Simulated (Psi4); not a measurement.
**InNH4 (SMILES [NH2][InH2]) at BLYP/def2-SVP (core potential)**

Aim: the energy change on altering one bond length of InNH4 at BLYP/def2-SVP (core potential), from 2 runs. 

The calculation is run with Psi4 1.11.

11 further runs of the same task are left out: 10 that didn't finish, 1 set aside as unsound or not needed.

### 1 Starting point

The species is InNH4 (6 atoms), meant as a singlet with charge 0. As SMILES, `[NH2][InH2]`. The shape is that of a PBE0-D4/def2-TZVP optimisation.

Bond lengths: N1–In2 2.007 Å, N1–H3 1.006 Å, N1–H4 1.006 Å, In2–H5 1.712 Å, In2–H6 1.712 Å. Angles: N1–In2–H5 115.0°, N1–In2–H6 115.0°, In2–N1–H3 124.3°, In2–N1–H4 124.3°, H5–In2–H6 130.0°, H3–N1–H4 111.3°.

### 2 Energy and gradient at BLYP/def2-SVP (core potential)

Contents of job.json:

```json
{
  "schema_name": "qcschema_input",
  "schema_version": 1,
  "molecule": {
    "schema_name": "qcschema_molecule",
    "schema_version": 2,
    "symbols": ["N", "In", "H", "H", "H", "H"],
    "geometry": [-0.17423275, -2.00405456, 0.06916398, 0.1800909, 1.76859468, -0.09127377, -1.13005622, -2.9345557, 1.42371966, 0.58940558, -3.20743215, -1.18920465, 1.9133477, 2.87332857, -2.5902476, -1.29899774, 3.38317668, 2.29053704],
    "molecular_charge": 0,
    "molecular_multiplicity": 1,
    "fix_symmetry": "c1"
  },
  "driver": "gradient",
  "model": {
    "method": "blyp",
    "basis": "def2-SVP"
  },
  "keywords": {
    "reference": "rks",
    "puream": true,
    "e_convergence": 1e-09,
    "d_convergence": 1e-08,
    "scf_type": "pk",
    "dft_radial_points": 99,
    "dft_spherical_points": 590,
    "scf_properties": ["DIPOLE", "WIBERG_LOWDIN_INDICES", "QUADRUPOLE"]
  }
}
```

Started as:

```console
$ psi4 --qcschema job.json -n 1 --memory 1600MB
```

stdout, cut to the lines that bear on the results:

```text
[...]
    !!!  WARNING: ECP capability is in beta. Please check occupations closely.  !!!
[...]
  Running in c1 symmetry.
[...]
  Nuclear repulsion =   70.741603796292026
[...]
  Multiplicity = 1
[...]
  Nalpha       = 16
  Nbeta        = 16
[...]
    Number of basis functions: 60
[...]
   @RKS iter   1:  -246.67914876429629   -6.44807e-01   1.65358e-02 ADIIS/DIIS
[...]
   @RKS iter  12:  -247.14223442547819   -1.25056e-12   4.04132e-09 DIIS
[...]
    Orbital Energies [Eh]
    ---------------------
    Doubly Occupied:
       1A    -13.991925     2A     -4.469889     3A     -2.914670
       4A     -2.905829     5A     -2.905294     6A     -0.734641
       7A     -0.677867     8A     -0.671310     9A     -0.671025
      10A     -0.670950    11A     -0.658685    12A     -0.411313
      13A     -0.385218    14A     -0.275609    15A     -0.250804
      16A     -0.197197
[...]
  @RKS Final Energy:  -247.14223442547819
   => Energetics <=
    Nuclear Repulsion Energy =             70.7416037962920257
    One-Electron Energy =                -552.4908520311522580
    Two-Electron Energy =                 259.6155086851756550
    DFT Exchange-Correlation Energy =     -25.0084948757935770
    Empirical Dispersion Energy =           0.0000000000000000
    VV10 Nonlocal Energy =                  0.0000000000000000
    Total Energy =                       -247.1422344254781933
[...]
 Multipole Moments:
 ------------------------------------------------------------------------------------
     Multipole            Electronic (a.u.)      Nuclear  (a.u.)        Total (a.u.)
 ------------------------------------------------------------------------------------
 L = 1.  Multiply by 2.5417464519 to convert [e a0] to [Debye]
 Dipole X            :          1.7390088           -1.7757233           -0.0367146
 Dipole Y            :         18.5488519          -18.9634003           -0.4145484
 Dipole Z            :         -0.7900156            0.8094175            0.0194018
 Magnitude           :                                                    0.4166231
 L = 2.  Multiply by 1.3450342976 to convert [e a0^2] to [Debye ang]
 Quadrupole XX       :        -31.1610254            7.7477075          -23.4133179
 Quadrupole XY       :        -10.6350107           10.8005667            0.1655560
[...]
  -Total Gradient:
     Atom            X                  Y                   Z
    ------   -----------------  -----------------  -----------------
       1       -0.000101972091    -0.001279865868     0.000122735682
       2       -0.001137333453    -0.011810378708     0.000528254575
       3        0.007458192211     0.007788998721    -0.010497622354
       4       -0.005819213675     0.009853021314     0.009672129502
       5       -0.003291491691    -0.001778350649     0.004786129419
       6        0.002892094245    -0.002770800050    -0.004611712307
[...]
```

The result, in JSON:

```text
{
 "driver": "gradient",
 "model": {
  "method": "blyp",
  "basis": "def2-SVP"
 },
 "success": true,
 "return_result": [-0.00010197209136973695, -0.0012798658681075492, 0.00012273568167208045, -0.0011373334534972804, -0.011810378707734909, 0.0005282545754136309, 0.007458192210776288, 0.007788998721455553, -0.01049762235405352, -0.0058192136746747225, 0.0098530213136791, 0.009672129501502286, -0.0032914916905551622, -0.0017783506489199921, 0.004786129418935761, 0.002892094245394765, -0.0027708000499363367, -0.004611712307145799],
 "properties": {
  "calcinfo_nbasis": 60,
  "calcinfo_nmo": 60,
  "calcinfo_nalpha": 16,
  "calcinfo_nbeta": 16,
  "calcinfo_natom": 6,
  "nuclear_repulsion_energy": 70.74160379629203,
  "return_energy": -247.1422344254782,
  "return_gradient": [-0.00010197209136973695, -0.0012798658681075492, 0.00012273568167208045, -0.0011373334534972804, -0.011810378707734909, 0.0005282545754136309, 0.007458192210776288, 0.007788998721455553, -0.01049762235405352, -0.0058192136746747225, 0.0098530213136791, 0.009672129501502286, -0.0032914916905551622, -0.0017783506489199921, 0.004786129418935761, 0.002892094245394765, -0.0027708000499363367, -0.004611712307145799],
  "scf_one_electron_energy": -552.4908520311523,
  "scf_two_electron_energy": 259.61550868517566,
  "scf_xc_energy": -25.008494875793577,
  "scf_dipole_moment": [-0.03671457341354145, -0.41454841824490885, 0.019401827949289574],
  "scf_total_energy": -247.1422344254782,
  "scf_total_gradient": [-0.00010197209136973695, -0.0012798658681075492, 0.00012273568167208045, -0.0011373334534972804, -0.011810378707734909, 0.0005282545754136309, 0.007458192210776288, 0.007788998721455553, -0.01049762235405352, -0.0058192136746747225, 0.0098530213136791, 0.009672129501502286, -0.0032914916905551622, -0.0017783506489199921, 0.004786129418935761, 0.002892094245394765, -0.0027708000499363367, -0.004611712307145799],
  "scf_iterations": 12
 }
}
```

Wall time 22 s (1 thread of Intel Xeon Platinum 8259CL at 2.50GHz (Skylake/Cascade Lake), shared host); peak memory 0.76 GiB.

### 3 The distorted shape, same level

Contents of input.inp:

```
memory 1.6 GB

molecule {
  0 1
  N
  In 1 R2
  H 1 R3 2 A3
  H 1 R4 3 A4 2 D4
  H 2 R5 1 A5 3 D5
  H 2 R6 5 A6 1 D6

  R2 = 2.006982
  R3 = 1.006029
  A3 = 124.33148
  R4 = 1.157
  A4 = 111.3292
  D4 = 179.68137
  R5 = 1.712237
  A5 = 114.98243
  D5 = 179.83438
  R6 = 1.712083
  A6 = 130.02136
  D6 = -179.95697
  symmetry c1
}

set basis def2-SVP
set reference rks
set puream true
set e_convergence 1e-09
set d_convergence 1e-08
set scf_type pk
set dft_radial_points 99
set dft_spherical_points 590

e_tot, wfn = gradient("blyp", return_wfn=True)
oeprop(wfn, "WIBERG_LOWDIN_INDICES", "LOWDIN_CHARGES", "MULLIKEN_CHARGES")
```

Started as:

```console
$ psi4 -i input.inp -o input.out -n 1
```

input.out, cut to the lines that bear on the results:

```text
[...]
    !!!  WARNING: ECP capability is in beta. Please check occupations closely.  !!!
[...]
  Running in c1 symmetry.
[...]
  Nuclear repulsion =   70.056172240379539
[...]
  Multiplicity = 1
[...]
  Nalpha       = 16
  Nbeta        = 16
[...]
    Number of basis functions: 60
[...]
   @RKS iter   1:  -246.71048051364065   -6.45267e-01   1.56156e-02 ADIIS/DIIS
[...]
   @RKS iter  12:  -247.13182080767595   -5.94014e-12   5.76056e-09 DIIS
[...]
  @RKS Final Energy:  -247.13182080767595
   => Energetics <=
    Nuclear Repulsion Energy =             70.0561722403795386
    One-Electron Energy =                -551.1964060028346921
    Two-Electron Energy =                 258.9624455661495404
    DFT Exchange-Correlation Energy =     -24.9540326113703053
    Empirical Dispersion Energy =           0.0000000000000000
    VV10 Nonlocal Energy =                  0.0000000000000000
    Total Energy =                       -247.1318208076759504
[...]
 Multipole Moments:
 ------------------------------------------------------------------------------------
     Multipole            Electronic (a.u.)      Nuclear  (a.u.)        Total (a.u.)
 ------------------------------------------------------------------------------------
 L = 1.  Multiply by 2.5417464519 to convert [e a0] to [Debye]
 Dipole X            :          0.0042847           -0.0071704           -0.0028857
 Dipole Y            :          0.1689436           -0.1787502           -0.0098066
 Dipole Z            :         18.7648617          -19.1853791           -0.4205173
 Magnitude           :                                                    0.4206416
[...]
  -Total Gradient:
     Atom            X                  Y                   Z
    ------   -----------------  -----------------  -----------------
       1        0.000361168998     0.071629412485     0.043397274203
       2        0.000019201403     0.001093646029    -0.012085920407
       3        0.000011717730    -0.010795041571     0.012292701933
       4       -0.000376381040    -0.061733698726    -0.039310972338
       5        0.000010253257     0.005618120144    -0.002243379376
       6       -0.000026025085    -0.005813226497    -0.002046653816
[...]
```

It took 20 s on 1 thread of Intel Xeon Platinum 8259CL at 2.50GHz (Skylake/Cascade Lake), shared host; peak memory 0.76 GiB.

### 4 Results

At BLYP/def2-SVP (core potential):

| quantity | value |
| --- | --- |
| first shape: total energy | -247.14223 Eh |
| first shape: dipole moment | 1.06 D |
| first shape: HOMO energy | -5.37 eV |
| first shape: LUMO energy | -1.58 eV |
| first shape: HOMO–LUMO gap | 3.79 eV |
| first shape: largest force on an atom | 0.774 eV/Å |
| distorted shape: total energy | -247.13182 Eh |
| distorted shape: dipole moment | 1.07 D |
| distorted shape: HOMO energy | -5.32 eV |
| distorted shape: LUMO energy | -1.56 eV |
| distorted shape: HOMO–LUMO gap | 3.75 eV |
| distorted shape: largest force on an atom | 4.307 eV/Å |
| energy change with the N1–H4 bond stretched from 1.006 to 1.157 Å | 0.283 eV |

**Reading.** With the N1–H4 bond stretched from 1.006 to 1.157 Å the energy rises by 0.28 eV (6.5 kcal/mol). The first shape isn't relaxed at this level, so the change isn't measured from a minimum. The largest force (first shape) is 0.77 eV/Å: the shape isn't a stationary point for this species at this level. Mulliken charges (distorted shape) run from -0.37 on N1 to +0.32 on In2; they depend strongly on the basis.
